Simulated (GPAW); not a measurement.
# NbTe in GPAW: the effect of strain biaxial xy

The system is NbTe.

```
Te Nb
1.0
     3.55486    0.00000    0.00000
    -1.77743    3.07860    0.00000
     0.00000    0.00000    3.69421
Te Nb
1 1
Direct
  0.66667 0.33333 0.00000
  0.00000 0.00000 0.50000
```

The cell comes from a database or a generator and needn't be the stable form of this composition.

Alike in all runs:

| Property | Result |
| --- | --- |
| Program | GPAW 26.7.0 |
| Task | single point |
| Functional | PBEsol |
| Potentials or basis | PAW data sets generated in the run's folder for this functional |
| Cutoff | 600 eV |
| Basis | pw |
| k mesh | 8 × 8 × 7 |
| Occupations | fermi-dirac, width 0.05 eV |
| Spin | no spin polarisation |
| Maxiter | 150 |

Question: One run gave: pressure 3.5 GPa. Which strain biaxial xy did it use?
A. -0.01
B. -0.04
C. 0
D. -0.02
E. 0.04

Answer: B.

```tsv
strain biaxial xy	pressure (GPa)
-0.04	3.5
-0.02	-1.8
-0.01	-4.1
0	-6.1
0.01	-8.0
0.02	-9.6
0.04	-12.4
```

Caveats: the density grid can change from cell to cell, which puts small steps into energies and stress.

Runs at the PBE level aren't shown here.
